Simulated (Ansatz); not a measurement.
# C3H5AlO4: the cost of one run

Program: Ansatz 0.2.0, Gaussian basis. Level of theory: the settings change from run to run. These are calculated values, not measurements.

**1. The relaxed structure**

An earlier PBE0-D4 in a triple-zeta def2 set relaxation fixed the geometry.

13 atoms, charge 0, spin multiplicity 1.

Atoms are counted from 1 here; the program's logs count them from 0.

Bond lengths: O1–Al2 1.699 Å, O1–H9 0.953 Å, Al2–O3 1.698 Å, Al2–O4 1.832 Å, Al2–O8 1.832 Å, O3–H10 0.954 Å, O4–C5 1.266 Å, C5–C6 1.389 Å, C5–H11 1.095 Å, C6–C7 1.389 Å, C6–H12 1.080 Å, C7–O8 1.266 Å, C7–H13 1.095 Å. Angles: Al2–O1–H9 125.3°, O1–Al2–O3 118.2°, O1–Al2–O4 112.4°, O1–Al2–O8 112.3°, O3–Al2–O4 108.3°, O3–Al2–O8 108.4°, O4–Al2–O8 94.7°, Al2–O3–H10 121.8°, Al2–O4–C5 126.2°, O4–C5–C6 125.6°, O4–C5–H11 115.7°, C6–C5–H11 118.7°, C5–C6–C7 121.2°, C5–C6–H12 119.4°, C7–C6–H12 119.4°, C6–C7–O8 125.6°, C6–C7–H13 118.7°, O8–C7–H13 115.7° and more.

**2. RPA/aug-cc-pVDZ**

This run has finite nuclei.

Input file in.yaml:

```yaml
crystal:
  periodic: [false, false, false]
  atoms:
    - {symbol: O, position_ang: [0.907012, 1.086548, 2.274348]}
    - {symbol: Al, position_ang: [1.009437, 0.348236, 0.748060]}
    - {symbol: O, position_ang: [2.551125, 0.025946, 0.113369]}
    - {symbol: O, position_ang: [0.038791, 1.240674, -0.524171]}
    - {symbol: C, position_ang: [-0.874449, 0.747896, -1.248585]}
    - {symbol: C, position_ang: [-1.374114, -0.544858, -1.152707]}
    - {symbol: C, position_ang: [-0.898690, -1.431219, -0.194429]}
    - {symbol: O, position_ang: [0.011977, -1.185615, 0.649420]}
    - {symbol: H, position_ang: [0.096978, 1.306390, 2.725951]}
    - {symbol: H, position_ang: [3.347874, 0.244537, 0.590854]}
    - {symbol: H, position_ang: [-1.297304, 1.419480, -2.002451]}
    - {symbol: H, position_ang: [-2.158145, -0.861501, -1.825277]}
    - {symbol: H, position_ang: [-1.340192, -2.431316, -0.139481]}
basis:
  gaussian: {orbitals: aug-cc-pVDZ, nuclear_model: gaussian}
hamiltonian: {xc: {name: HF}}
correlation: {method: rpa}
```

On the command line:

```console
> ansatz run in.yaml --threads 4 --pin off --events-out ev --progress --plain --max-ram 11315MiB
```

Q: Estimate wall time and peak memory on 4 threads of Arm Neoverse V2, shared host.

About 9.5 s, with a peak of 0.91 GiB.
